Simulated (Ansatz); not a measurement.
# F12Li12 ((LiF)12 cage of four- and six-membered rings): the cost of one run

Computed with Ansatz 0.2.0, Gaussian basis. Level: RKS PBE0-D4/def2-SVP.

Levels to be run: relaxation at PBE0-D4/def2-SVP; a single point at PBE0-D4/def2-TZVP.

4 further runs of the same task are left out: 4 that didn't finish. Runs told in other sessions of the task aren't counted.

## (1) The system as given

24 atoms, charge 0, spin multiplicity 1.

Atoms are counted from 1 here; the program's logs count them from 0.

Bond lengths: Li1–F2 1.767 Å, Li1–F4 1.767 Å, Li1–F8 1.696 Å, F2–Li3 1.766 Å, F2–Li12 1.695 Å, Li3–F4 1.767 Å, Li3–F16 1.696 Å, F4–Li5 1.694 Å, Li5–F6 1.767 Å, Li5–F18 1.767 Å, F6–Li7 1.695 Å, F6–Li19 1.766 Å, Li7–F8 1.766 Å, Li7–F10 1.765 Å, F8–Li9 1.766 Å, Li9–F10 1.766 Å, Li9–F11 1.695 Å, F10–Li21 1.696 Å and more. Angles: F2–Li1–F4 96.4°, F2–Li1–F8 124.2°, F4–Li1–F8 123.9°, Li1–F2–Li3 83.0°, Li1–F2–Li12 114.1°, Li3–F2–Li12 114.0°, F2–Li3–F4 96.4°, F2–Li3–F16 124.1°, F4–Li3–F16 124.3°, Li1–F4–Li3 83.0°, Li1–F4–Li5 114.2°, Li3–F4–Li5 114.3°, F4–Li5–F6 124.4°, F4–Li5–F18 123.8°, F6–Li5–F18 96.5°, Li5–F6–Li7 114.1°, Li5–F6–Li19 83.0°, Li7–F6–Li19 114.5° and more.

The start is a GFN2-xTB geometry.

## (2) Relaxation at PBE0-D4/def2-SVP

The input, in.yaml:

```yaml
crystal:
  periodic: [false, false, false]
  atoms:
    - {symbol: Li, position_ang: [-2.559050, 0.678840, -0.116170]}
    - {symbol: F, position_ang: [-2.531830, -0.602130, 1.101060]}
    - {symbol: Li, position_ang: [-1.606640, 0.587200, 2.021280]}
    - {symbol: F, position_ang: [-1.847900, 1.933930, 0.903730]}
    - {symbol: Li, position_ang: [-0.413720, 2.597030, 0.291620]}
    - {symbol: F, position_ang: [0.117450, 2.451860, -1.387280]}
    - {symbol: Li, position_ang: [-0.653360, 1.216330, -2.253980]}
    - {symbol: F, position_ang: [-2.162690, 0.450470, -1.748960]}
    - {symbol: Li, position_ang: [-1.265470, -1.034550, -2.080890]}
    - {symbol: F, position_ang: [0.141750, -0.257350, -2.812250]}
    - {symbol: F, position_ang: [-1.181400, -2.351490, -1.016440]}
    - {symbol: Li, position_ang: [-1.638040, -1.969060, 0.646150]}
    - {symbol: F, position_ang: [-0.109840, -2.455070, 1.385270]}
    - {symbol: Li, position_ang: [0.414060, -2.598450, -0.297100]}
    - {symbol: Li, position_ang: [0.659950, -1.221190, 2.254110]}
    - {symbol: F, position_ang: [-0.144360, 0.249590, 2.810580]}
    - {symbol: Li, position_ang: [1.263650, 1.033130, 2.085300]}
    - {symbol: F, position_ang: [1.174660, 2.352820, 1.026110]}
    - {symbol: Li, position_ang: [1.642930, 1.977090, -0.635580]}
    - {symbol: F, position_ang: [2.166040, -0.447720, 1.747050]}
    - {symbol: Li, position_ang: [1.608460, -0.584000, -2.026610]}
    - {symbol: F, position_ang: [1.849230, -1.934490, -0.913480]}
    - {symbol: Li, position_ang: [2.551320, -0.679220, 0.112540]}
    - {symbol: F, position_ang: [2.524820, 0.606430, -1.096050]}
basis:
  gaussian: {orbitals: def2-SVP}
hamiltonian: {xc: pbe0, dispersion: d4}
scf: {lower_state_search: "off"}
output: {orbitals: {seedname: orbitals}}
relax: {f_tol: 0.03, max_steps: 70}
```

Command:

```sh
ansatz run in.yaml --threads 4 --pin off --events-out ev --progress --plain --max-ram 6963MiB
```

What time and memory should one allow on 4 threads of Arm Neoverse V2, shared host?

About 52 s, with a peak of 1.6 GiB.
